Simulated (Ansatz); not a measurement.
**C2H9BN2: a ladder of functionals and wavefunction methods**

One table from this session's results is given with a row withheld; the runs are named, their logs left out.

Computed with Ansatz 0.2.0, Gaussian basis. Level: functionals in def2-TZVPP, the program's frozen cores in correlated methods.

Plan: PBE-D4, r2SCAN-D4, PBE0-D4, B3LYP-D4, ωB97X-V, ωB97M-V, B2PLYP; CCSD(T)/def2-TZVPP; MP2/def2-QZVPP; extrapolation to the limit.

### Structure used throughout

The geometry comes from an earlier relaxation with PBE0-D4 in a triple-zeta def2 set; it is a stationary point, not always the lowest conformer.

SMILES `BNCCN`, 14 atoms, charge 0, spin multiplicity 1.

Atoms are counted from 1 here; the program's logs count them from 0.

Bond lengths: B1–N2 1.381 Å, B1–H6 1.198 Å, B1–H7 1.200 Å, N2–C3 1.443 Å, N2–H8 1.011 Å, C3–C4 1.518 Å, C3–H9 1.100 Å, C3–H10 1.092 Å, C4–N5 1.456 Å, C4–H11 1.094 Å, C4–H12 1.100 Å, N5–H13 1.013 Å, N5–H14 1.011 Å. Angles: N2–B1–H6 119.0°, N2–B1–H7 119.1°, H6–B1–H7 122.0°, B1–N2–C3 127.4°, B1–N2–H8 121.1°, C3–N2–H8 111.4°, N2–C3–C4 111.2°, N2–C3–H9 110.4°, N2–C3–H10 108.9°, C4–C3–H9 108.7°, C4–C3–H10 110.4°, H9–C3–H10 107.1°, C3–C4–N5 109.6°, C3–C4–H11 108.6°, C3–C4–H12 109.1°, N5–C4–H11 108.0°, N5–C4–H12 114.0°, H11–C4–H12 107.4° and more.

The first run:

in.yaml reads:

```yaml
crystal:
  periodic: [false, false, false]
  atoms:
    - {symbol: B, position_ang: [-1.344053, 1.352300, 1.466188]}
    - {symbol: N, position_ang: [-0.293621, 0.744232, 0.806793]}
    - {symbol: C, position_ang: [-0.191123, 0.462577, -0.604342]}
    - {symbol: C, position_ang: [0.237196, -0.973371, -0.848893]}
    - {symbol: N, position_ang: [1.527219, -1.213056, -0.216979]}
    - {symbol: H, position_ang: [-1.278494, 1.495644, 2.653518]}
    - {symbol: H, position_ang: [-2.295177, 1.719861, 0.833673]}
    - {symbol: H, position_ang: [0.510628, 0.397653, 1.312202]}
    - {symbol: H, position_ang: [0.540426, 1.134259, -1.076264]}
    - {symbol: H, position_ang: [-1.157016, 0.657216, -1.074615]}
    - {symbol: H, position_ang: [-0.495703, -1.640403, -0.386307]}
    - {symbol: H, position_ang: [0.225369, -1.172467, -1.930616]}
    - {symbol: H, position_ang: [2.274691, -0.791988, -0.755263]}
    - {symbol: H, position_ang: [1.726658, -2.201757, -0.150492]}
basis:
  gaussian: {orbitals: def2-TZVPP}
hamiltonian: {xc: pbe, dispersion: d4}
output: {forces: true, orbitals: {seedname: orbitals}}
```

On the command line:

```console
$ ansatz run in.yaml --threads 4 --pin off --events-out ev --progress --plain --max-ram 10444MiB
```

Among the steps run: PBE-D4 (GGA); r2SCAN-D4 (meta-GGA); PBE0-D4 (hybrid); B3LYP-D4 (hybrid); ωB97X-V (range-separated); ωB97M-V (range-separated); B2PLYP (double hybrid); CCSD(T) in def2-TZVPP; MP2 in def2-QZVPP.

One table of the session follows, with a row left open; its other results are not shown here.

```
            method  atoms, summed (eV)  atomisation energy (kJ/mol)
            PBE-D4           -5816.783                       5361.9
         r2SCAN-D4           -5822.256                       5239.6
           PBE0-D4           -5818.501                       5273.3
          B3LYP-D4           -5826.236                       5278.9
           ωB97X-V           -5823.889                       5265.7
           ωB97M-V           -5822.546                       5274.4
            B2PLYP           -5820.941                       5208.4
     HF/def2-TZVPP                   ?                            ?
    MP2/def2-TZVPP           -5811.986                       5154.6
   CCSD/def2-TZVPP           -5814.535                       5032.5
CCSD(T)/def2-TZVPP           -5814.805                       5101.4
           MP2/CBS           -5813.706                       5288.0
       CCSD(T)/CBS           -5816.525                       5234.8
```

Estimate the missing values for HF/def2-TZVPP.

The run gave: atoms, summed (eV): -5802.041; atomisation energy (kJ/mol): 3798.6. In the column «atoms, summed (eV)» it is the highest.

To keep in mind: Free atoms (1 B, 2 N, 2 C, 9 H) were run apart at each level; the atomisation energy is their sum less the molecule, without zero-point or spin-orbit terms.
